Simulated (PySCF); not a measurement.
# SnHMe2F: geometry, NMR shifts and electronic excitations

Wanted: the NMR shifts and electronic excitations of SnHMe2F (`[H][Sn]([CH3])([CH3])[F]`), by calculation.

Computed with PySCF 2.14.0, with density-fitted response routines of our own, on a single molecule in the gas phase. Atoms are numbered from 0 throughout.

### Step 1. Starting geometry

11 atoms, charge 0, multiplicity 1; geometry from: GFN2-xTB.

Bonds of the start (Å): Sn0–H1 1.71, Sn0–C2 2.18, Sn0–C6 2.18, Sn0–F10 1.97, C2–H3 1.08, C2–H4 1.09, C2–H5 1.08, C6–H7 1.08, C6–H8 1.09, C6–H9 1.08.

### Step 2. Optimising the geometry at PBE0-D3(BJ)/def2-SVP

What the job is given:

```
{"job": {"xc": "PBE0", "basis": "def2-SVP", "d3": "d3bj", "grid": 1, "maxiter": 40, "kind": "geom"}, "charge": 0, "multiplicity": 1}
Sn    -0.226420    -0.381960     0.558830
H     -0.403710    -0.679160     2.236930
C      1.786950    -0.653480    -0.223930
H      2.448610     0.123270     0.140750
H      1.737170    -0.610430    -1.307030
H      2.165830    -1.623790     0.077270
C     -1.434870     1.249360    -0.227100
H     -2.457790     1.145290     0.116800
H     -1.414420     1.189140    -1.310460
H     -1.040310     2.206900     0.091990
F     -1.161050    -1.965120    -0.154040
```

**Question.** This job is followed by: GIAO PBE0/pcSseg-1 Sn:def2-TZVP NMR shielding, non-relativistic, gas phase; TDDFT CAM-B3LYP/def2-SVPD, vertical, gas phase, core orbitals frozen in the response; GIAO KT2/pcSseg-1 Sn:def2-TZVP NMR shielding, non-relativistic, gas phase. What will the session give for the following? point group; rotational constants (main isotopes); ¹³C shifts against TMS (PBE0/def2-TZVP+pcSseg-1, means over atoms taken as alike); ¹H shifts against TMS (PBE0/def2-TZVP+pcSseg-1, means over atoms taken as alike); ¹⁹F shifts against CFCl3 (PBE0/def2-TZVP+pcSseg-1); lowest singlet (CAM-B3LYP/def2-SVPD); brightest single state of those computed; lowest triplet; vertical ionisation energy (ΔSCF); range of the shift of F10.

The runs gave:

| quantity | value |
| --- | --- |
| point group | Cs |
| rotational constants (main isotopes) | 4.30, 3.85, 2.58 GHz |
| ¹³C shifts against TMS (PBE0/def2-TZVP+pcSseg-1, means over atoms taken as alike) | -3.1 ppm |
| ¹H shifts against TMS (PBE0/def2-TZVP+pcSseg-1, means over atoms taken as alike) | 5.86, 0.46 ppm |
| ¹⁹F shifts against CFCl3 (PBE0/def2-TZVP+pcSseg-1) | -238.8 ppm |
| lowest singlet (CAM-B3LYP/def2-SVPD) | 7.07 eV (175 nm), f = 0.000 |
| brightest single state of those computed | state 8, 8.49 eV, f = 0.381 |
| lowest triplet | 6.66 eV |
| vertical ionisation energy (ΔSCF) | 10.53 eV |
| range of the shift of F10 | -251.8 to -238.8 ppm |

What this shows: Relaxing lowered the energy by 0.084 eV in 9 steps; the close pair that moved most is Sn0–C2, from 2.177 to 2.139 Å. No frequency check was run at this level, so the end point may be a saddle. The lowest singlet, at 7.07 eV, is HOMO→LUMO+1 0.82, HOMO→LUMO 0.13 and is dark; of the 10 states computed, the strongest absorption comes from state 8 at 8.49 eV. The lowest triplet lies 0.42 eV below the lowest singlet (triplets in Tamm-Dancoff, singlets in full TDDFT). Spin-orbit coupling, left out, mixes singlets and triplets in elements this heavy. The orbital energy would give 9.71 eV for ionisation, ΔSCF gives 10.53 eV. Across the 2 runs the shift of F10 moves most, between -251.8 (KT2/def2-TZVP+pcSseg-1) and -238.8 ppm (PBE0/def2-TZVP+pcSseg-1). Spin-orbit coupling is left out, which matters for shieldings and couplings at and beside the heavy atoms.
